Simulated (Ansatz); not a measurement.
# NbRu3C (Pm-3m) in Ansatz: relaxation of cell and atoms with LDA

Aim: the relaxation of cell and atoms of NbRu3C with LDA.

Program: Ansatz 0.2.0. These are calculated values, not measurements. Logs are shortened: lines on timing, memory, paths and dates and some standing lists are left out, and cuts for length are marked.

## Step 1: The crystal as given

Symmetry: Pm-3m, No. 221, cubic system. Conventional cell: a = 4.065 Å, b = 4.065 Å, c = 4.065 Å, α = 90.00°, β = 90.00°, γ = 90.00°. Ru (site symmetry 4/mmm) has 2 C at 2.03 Å as nearest neighbours. Nb (site symmetry m-3m) has 12 Ru at 2.87 Å as nearest neighbours. Around C (site symmetry m-3m) lie 6 Ru at 2.03 Å.

The cell comes from a database or a generator and needn't be the stable form of this composition.

## Step 2: Relaxation of cell and atoms, LDA

The input, input.yaml:

```yaml
crystal:
  lattice:
    - [4.065138, 0.0, 0.0]
    - [0.0, 4.065138, 0.0]
    - [0.0, 0.0, 4.065138]
  atoms:
    - { symbol: Ru, position: [0.5, 0.5, 0.0] }
    - { symbol: Ru, position: [0.5, 0.0, 0.5] }
    - { symbol: Ru, position: [0.0, 0.5, 0.5] }
    - { symbol: Nb, position: [0.0, 0.0, 0.0] }
    - { symbol: C, position: [0.5, 0.5, 0.5] }
hamiltonian:
  xc: lda
  pseudopotentials: { kind: paw }
kpoints:
  mp_grid: { grid: [7, 7, 7] }
scf:
  occupations: { method: fermi_dirac, width: 0.05 }
output:
  forces: true
  stress: true
  eigenvalues: true
  write_density: true
  write_potential: true
  elf: true
  volumetric_format: npy
relax:
  f_tol: 0.01
  max_steps: 40
  cell: { stress_tol: 0.05 }
```

Potentials or basis: Ansatz PAW.

Started as:

```bash
$ ansatz run input.yaml --threads 2 --pin off --max-ram 5632MiB --backend cpu --events-out ev --progress --plain --runs-dir out
```

The log of the run:

```text
Warning: RAYON_NUM_THREADS=2 ignored (pool sized by the plan → 2); use --threads N
Engine: ansatz 0.2.0, aarch64-unknown-linux-gnu
Pseudopotentials: kind: paw
Pseudopotential: Ru, paw, valence charge 16, recommended cutoff 420 eV (normal), Ru.paw.azcp
Pseudopotential: Nb, paw, valence charge 13, recommended cutoff 420 eV (normal), Nb.paw.azcp
Pseudopotential: C, paw, valence charge 4, recommended cutoff 420 eV (normal), C.paw.azcp
Functional definition: SPW92
  exchange = slater_x
  correlation = pw_c
Crystal: 5 atoms, lattice volume = 67.178 Å³
Basis set: ecut = 420 eV, 1357 PW (Γ)
Bands: 39, of which v1, the nominal top of the filled ones, is band 33 counted from 1 (32 counted from 0)
Symmetry: 48 space group operations
Space group: Pm-3m (ITA 221), of the structure as read, at distance tolerance 4.1e-5 Å
k-points: 20 of 343
Non-local potential: Ru, projectors of the file, l = 0: 3, l = 1: 2, l = 2: 2, l = 3: 1
Non-local potential: Nb, projectors of the file, l = 0: 3, l = 1: 2, l = 2: 2, l = 3: 1
Non-local potential: C, projectors of the file, l = 0: 2, l = 1: 2, l = 2: 1
PAW form: soft (Blöchl's): semilocal exchange-correlation on the pseudo side does not see the compensation charge
PAW frozen core: Ru, regenerated for the run's functional, and the local potential with it (the file was generated under x = pbe(κ = 0.804, μ = 0.2195149727645171), c = pbe(β = 0.06672455060314922))
PAW frozen core: Nb, regenerated for the run's functional, and the local potential with it (the file was generated under x = pbe(κ = 0.804, μ = 0.2195149727645171), c = pbe(β = 0.06672455060314922))
PAW frozen core: C, regenerated for the run's functional, and the local potential with it (the file was generated under x = pbe(κ = 0.804, μ = 0.2195149727645171), c = pbe(β = 0.06672455060314922))
PAW one-centre angular grid: Ru, 590 points (default); XC on 64 Gauss nodes
PAW one-centre angular grid: Nb, 590 points (default); XC on 64 Gauss nodes
PAW one-centre angular grid: C, 110 points (default); XC on 64 Gauss nodes
Initial density: superposition of atomic densities (neutral atoms: chi_scale 0, normalization atom), corrected by the library's trained network
Initial wavefunctions: pseudopotential atomic-orbital guess
Functional: x = slater, c = lda
SCF iter   1: F=—  HF=-21960.537166 eV  |F-HF|=—  |Δ(HF+E_count)|=         —  Δρ=1.13e-2  dr2=2.57e-2  ethr=1.77e-3  ⟨swp⟩=5.5  Hψ=2563  notcnv=0
preconditioner: auto → Kerker (q_TF=auto, 2.713 Å⁻¹)  [metal: Δε(μ)=0.050 eV  Ē_g=5.290 eV  σ=0.050 eV  W_gap=0.24  n_scr=26 (ndim 8)  ℏωp=26.0 eV  f_vac=0.000  D(μ)=2.67/eV (n_scr^D=26)]
SCF iter   2: F=—  HF=-21960.534805 eV  |F-HF|=—  |Δ(HF+E_count)|=   2.36e-3  Δρ=6.01e-3  dr2=7.52e-3  ethr=3.96e-5  ⟨swp⟩=1.8  Hψ=1092  notcnv=0
SCF iter   3: F=—  HF=-21960.533234 eV  |F-HF|=—  |Δ(HF+E_count)|=   1.57e-3  Δρ=4.08e-4  dr2=8.75e-5  ethr=1.16e-5  ⟨swp⟩=2.4  Hψ=1158  notcnv=0
SCF iter   4: F=—  HF=-21960.533225 eV  |F-HF|=—  |Δ(HF+E_count)|=   9.04e-6  Δρ=9.83e-5  dr2=4.94e-6  ethr=1.35e-7  ⟨swp⟩=2.1  Hψ=1225  notcnv=0
SCF iter   5: F=—  HF=-21960.533224 eV  |F-HF|=—  |Δ(HF+E_count)|=   7.75e-7  Δρ=1.89e-5  dr2=1.91e-7  ethr=7.60e-9  ⟨swp⟩=1.8  Hψ=864  notcnv=0
SCF iter   6: F=-21960.533224 eV  HF=-21960.533224 eV  |F-HF|=1.72e-8  |Δ(HF+E_count)|=   2.28e-8  Δρ=5.90e-6  dr2=3.00e-8  ethr=1.54e-10  ⟨swp⟩=7.7  Hψ=4534  notcnv=0
SCF 1 converged in 6 iterations: F = -21960.533224 eV  dr2 = 3.00e-8
relax step   1: F+E_penalty+E_count = -21960.53322382 eV  Δ(F+E_penalty+E_count) = +0.000e0 eV  max|allowed force component| = 6.111e-29 eV/Å  Δτ_max = 0.0000 Å  P = -16.863 GPa  Ω = 67.178 Å³  (6 SCF iters, dr2 threshold 1.00e-7 eV, accepted)
Crystal: 5 atoms, lattice volume = 60.876 Å³
Basis set: ecut = 420 eV, 1213 PW (Γ)
[... 49 lines left out ...]
SCF iter   5: F=-21960.751343 eV  HF=-21960.751343 eV  |F-HF|=2.91e-11  |Δ(HF+E_count)|=  1.82e-11  Δρ=2.08e-7  dr2=3.57e-11  ethr=1.00e-12  ⟨swp⟩=2.0  Hψ=908  notcnv=0
SCF iter   6: F=-21960.751343 eV  HF=-21960.751343 eV  |F-HF|=7.28e-12  |Δ(HF+E_count)|=  7.28e-12  Δρ=3.51e-8  dr2=7.91e-13  ethr=1.00e-12  ⟨swp⟩=4.3  Hψ=3274  notcnv=0
SCF 5 converged in 6 iterations: F = -21960.751343 eV  dr2 = 7.91e-13
relax step   5: F+E_penalty+E_count = -21960.75134290 eV  Δ(F+E_penalty+E_count) = -1.930e-5 eV  max|allowed force component| = 1.767e-29 eV/Å  Δτ_max = 0.0000 Å  P = +0.001 GPa  Ω = 63.309 Å³  energy of the carried Pulay correction = +3.109e-3 eV  (6 SCF iters, accepted)
Initial wavefunctions: pseudopotential atomic-orbital guess (no wavefunctions were taken with the density)
iter 1 solved again at ethr=1.27e-7 eV; its pass at ethr=3.10e-3 eV (dr2=8.28e-5 eV) is discarded
SCF iter   1: F=—  HF=-21960.748693 eV  |F-HF|=—  |Δ(HF+E_count)|=         —  Δρ=1.53e-4  dr2=2.77e-6  ethr=1.27e-7  ⟨swp⟩=3.0  Hψ=4887  notcnv=0
preconditioner: auto → Kerker (q_TF=auto, 2.740 Å⁻¹)  [metal: Δε(μ)=0.083 eV  Ē_g=5.673 eV  σ=0.050 eV  W_gap=0.37  n_scr=26 (ndim 8)  ℏωp=26.8 eV  f_vac=0.000  D(μ)=2.14/eV (n_scr^D=18)]
SCF iter   2: F=—  HF=-21960.748693 eV  |F-HF|=—  |Δ(HF+E_count)|=   2.27e-7  Δρ=7.99e-5  dr2=6.11e-7  ethr=4.26e-9  ⟨swp⟩=2.0  Hψ=877  notcnv=0
SCF iter   3: F=—  HF=-21960.748693 eV  |F-HF|=—  |Δ(HF+E_count)|=   2.07e-7  Δρ=7.10e-6  dr2=6.47e-9  ethr=9.40e-10  ⟨swp⟩=2.0  Hψ=953  notcnv=0
SCF iter   4: F=—  HF=-21960.748693 eV  |F-HF|=—  |Δ(HF+E_count)|=   2.03e-9  Δρ=6.74e-7  dr2=2.70e-10  ethr=9.95e-12  ⟨swp⟩=2.0  Hψ=1139  notcnv=0
iter 5 did not close the SCF: its close was put off for the readings that it lacked (scf_convergence_deferred on its scf_iter line)
SCF iter   5: F=-21960.748693 eV  HF=-21960.748693 eV  |F-HF|=7.28e-12  |Δ(HF+E_count)|=  4.37e-11  Δρ=1.19e-7  dr2=5.29e-12  ethr=1.00e-12  ⟨swp⟩=2.0  Hψ=920  notcnv=0
SCF iter   6: F=-21960.748693 eV  HF=-21960.748693 eV  |F-HF|=3.64e-12  |Δ(HF+E_count)|=  3.64e-12  Δρ=1.55e-8  dr2=1.14e-13  ethr=1.00e-12  ⟨swp⟩=4.0  Hψ=3231  notcnv=0
SCF 6 converged in 6 iterations: F = -21960.748693 eV  dr2 = 1.14e-13
relax step   6: F+E_penalty+E_count = -21960.74869298 eV  Δ(F+E_penalty+E_count) = +2.650e-3 eV  max|allowed force component| = 9.892e-30 eV/Å  Δτ_max = 0.0000 Å  P = -0.041 GPa  Ω = 63.309 Å³  stress off target by 4.10e-2 GPa  SCF on the basis re-selected at this cell (its energy is not comparable with the rows above)  (6 SCF iters)
basis re-selected at this cell: Δ(F+E_penalty+E_count) = +2.650e-3 eV, ΔP = -0.042 GPa vs the last step (what re-selecting the basis moved, of the pressure what is left beyond the Pulay correction that the steps carried, after the strain that the cell walked since its last selection, with what the two solves' SCF thresholds leave and, on support functions, any second-order correction that the steps lacked; it is no measure of the basis error at this ecutwfc). The dense FFT grid was sized anew with the basis: this SCF ran on 27×27×27 points, the steps before it on 30×30×30, so part of this shift can come from that change (see relax.cell in the input reference). This SCF's stress stands 4.10e-2 GPa from its target on what of the cell is left free (relax.cell.stress_tol is 5.00e-2 GPa) and its largest allowed force component is 9.89e-30 eV/Å (relax.f_tol is 1.00e-2 eV/Å): within both
SCF converged after 6 iterations
Free energy (F): -21960.748693 eV
Harris-Foulkes:  -21960.748693 eV  (|F-HF|=3.64e-12)
Internal energy: -21960.729458 eV  (E = F + TS)
E sigma→0 (E₀):  -21960.739075 eV
Entropy (-TS):   -0.019235 eV (-3.847 meV/atom)
Fermi energy:    21.902226 eV
--- Per-component energies (eV) ---
  E_band       = -246.595500
  E_kinetic    = 2035.020070
  E_local      = -4885.503531  (includes V_loc(G=0)·N_el)
  E_nonlocal   = 1198.492551
  E_hartree    = 1595.362643
  E_xc         = -793.732292
  E_vxc        = -992.577278  (∫ρ·V_xc dr)
  E_paw        = -13081.090713  (= ΣΔE_a)
  E_vpaw       = -792.751985  (= ΣTr[D̂ρ^β])
  E_aug_tail   = -0.000624  (compensation charges beyond the density's cutoff)
  E_ewald      = -8031.481143
  E_core_change = 2.203582  (= ΣΔE_core)
  E_smearing   = -0.019235  (= −TS)
  E_closure    = -0.000000  (closes the sum)
  Σ components = -21960.748693   (vs F -21960.748693, Δ=0.00e0)
--- Forces (eV/Å), atoms counted from 1 ---
  atom   1  Ru     0.00000000     0.00000000     0.00000000
  atom   2  Ru    -0.00000000     0.00000000     0.00000000
  atom   3  Ru    -0.00000000     0.00000000    -0.00000000
  atom   4  Nb    -0.00000000     0.00000000     0.00000000
  atom   5  C      0.00000000    -0.00000000    -0.00000000
  max |Σ_I F_I| component: 1.89e-29 eV/Å
--- Stress (GPa, compression-positive) ---
       -0.041005       0.000000      -0.000000
        0.000000      -0.041005      -0.000000
       -0.000000      -0.000000      -0.041005
  P = ⅓ Tr σ = -0.0410 GPa (-0.410 kbar)
--- Band table (eV; the first three rows and the last of 20) ---
  k-point 0: bands = ["-51.3498", "-51.2432", "-51.2432", "-33.8841", "-21.8970", "-21.8970", "-21.8970", "-21.1513", "-21.1513", "-21.1513", "-21.1465", "-21.1465", "-21.1465", "-9.9645", "-9.9645", "-9.9645", "6.9138", "14.6131", "15.8649", "15.8649", "15.8762", "15.8762", "15.8762", "18.5043", "18.5043", "18.5043", "19.1146", "19.1146", "19.1146", "20.4183", "20.4183", "22.6030", "22.6392", "22.6392", "22.6392", "23.9150", "23.9150", "25.1213", "25.1213"]
  k-point 1: bands = ["-51.3451", "-51.2479", "-51.2432", "-33.8843", "-21.8893", "-21.8893", "-21.8832", "-21.1613", "-21.1577", "-21.1577", "-21.1527", "-21.1478", "-21.1478", "-9.9759", "-9.9672", "-9.9672", "7.0864", "14.8392", "15.9431", "15.9431", "15.9820", "16.0270", "16.0642", "17.3212", "18.3304", "18.3304", "18.9276", "19.3426", "19.3426", "20.4435", "20.8738", "22.3683", "22.6399", "22.6632", "22.6632", "23.7769", "23.8510", "24.2113", "24.2113"]
  k-point 2: bands = ["-51.3325", "-51.2606", "-51.2431", "-33.8848", "-21.8714", "-21.8714", "-21.8501", "-21.1967", "-21.1763", "-21.1763", "-21.1558", "-21.1471", "-21.1471", "-10.0014", "-9.9732", "-9.9732", "7.5291", "15.2654", "15.7947", "16.0994", "16.0994", "16.2759", "16.4482", "16.5973", "18.0963", "18.0963", "18.4579", "19.7658", "19.7658", "20.4750", "20.6117", "21.7206", "22.6414", "22.7345", "22.7345", "22.8582", "22.8582", "23.3232", "23.5130"]
  k-point 19: bands = ["-51.2820", "-51.2767", "-51.2767", "-33.8820", "-22.2630", "-21.5830", "-21.5830", "-21.3934", "-21.3924", "-21.3924", "-21.0062", "-21.0062", "-21.0033", "-9.9880", "-9.9832", "-9.9832", "10.4582", "12.9520", "12.9520", "13.2055", "16.3482", "17.3912", "17.4479", "17.4479", "18.6723", "18.6723", "18.8700", "19.6823", "19.6823", "21.0666", "21.0666", "21.5946", "22.3884", "22.9311", "22.9750", "22.9750", "23.1552", "23.1552", "24.6601"]
--- Relaxed structure (5 steps of the walk, 5 accepted, 1 SCFs on fresh bases) ---
  F+E_penalty+E_count = -21960.74869298 eV   max|allowed force component| = 9.892e-30 eV/Å   (the final SCF, on the basis selected at the relaxed cell)
  cell:  # Å, volume = 63.3089 Å³
    - [3.985549192349831, -8.375789081059072e-34, 2.5378139371352638e-34]
    - [-1.0943695673575386e-33, 3.985549192349831, 3.851859888774472e-34]
    - [2.5378139371352638e-34, 3.851859888774472e-34, 3.985549192349831]
  atoms:
    - { symbol: Ru, position: [0.5, 0.5, 7.71105828253873e-39] }
    - { symbol: Ru, position: [0.5, -1.6964328201430423e-38, 0.5] }
    - { symbol: Ru, position: [3.624197390600574e-37, 0.5, 0.5] }
    - { symbol: Nb, position: [-5.629072543074545e-37, -4.395303218609339e-38, 3.8555291377850996e-38] }
    - { symbol: C, position: [0.5, 0.5, 0.5] }
```

It took 10 s on 2 threads of Arm Neoverse V2, shared host; peak memory 0.38 GiB.

What came out:

```yaml
Free_energy: -21960.7487 eV
Relaxed_volume: 12.66 Å³/atom
Relaxed_cell: a = 3.986 Å, b = 3.986 Å, c = 3.986 Å, α = 90.00°, β = 90.00°, γ = 90.00°
Space_group_after_relaxing_to_0.05_Å: Pm-3m (No. 221)
Energy_gained_by_relaxing: 43.1 meV/atom
Ionic_steps: 6
Pressure_after_relaxing: 0.0 GPa
Band_gap_on_the_k_mesh: none (metal or under the smearing width)
```

The path:
| step | energy change (eV) | largest force (eV/Å) | volume (Å³) |
| --- | --- | --- | --- |
| 1 | 0.0000 | 0.0000 | 67.18 |
| 2 | -0.1183 | 0.0000 | 60.88 |
| 3 | -0.2168 | 0.0000 | 63.57 |
| 4 | -0.2181 | 0.0000 | 63.33 |
| 5 | -0.2181 | 0.0000 | 63.31 |
| 6 | -0.2155 | 0.0000 | 63.31 |

Final structure:
```
Ru Nb C
1.0
     3.98555    0.00000    0.00000
     0.00000    3.98555    0.00000
     0.00000    0.00000    3.98555
Ru Nb C
3 1 1
Direct
  0.50000 0.50000 0.00000
  0.50000 0.00000 0.50000
  0.00000 0.50000 0.50000
  0.00000 0.00000 0.00000
  0.50000 0.50000 0.50000
```

Levels at points of the mesh, in eV from the Fermi level:
| k point | band 30 | band 31 | band 32 | band 33 | band 34 | band 35 |
| --- | --- | --- | --- | --- | --- | --- |
| (0.00, 0.00, 0.00) | -1.48 | -1.48 | 0.70 | 0.74 | 0.74 | 0.74 |

Caveat: the plane-wave basis is chosen anew once the cell has moved, so the energies of steps on either side of that aren't comparable; the PAW data sets come from PBE, with cores solved anew for the run's functional, which leaves a small shift of forces and pressure.
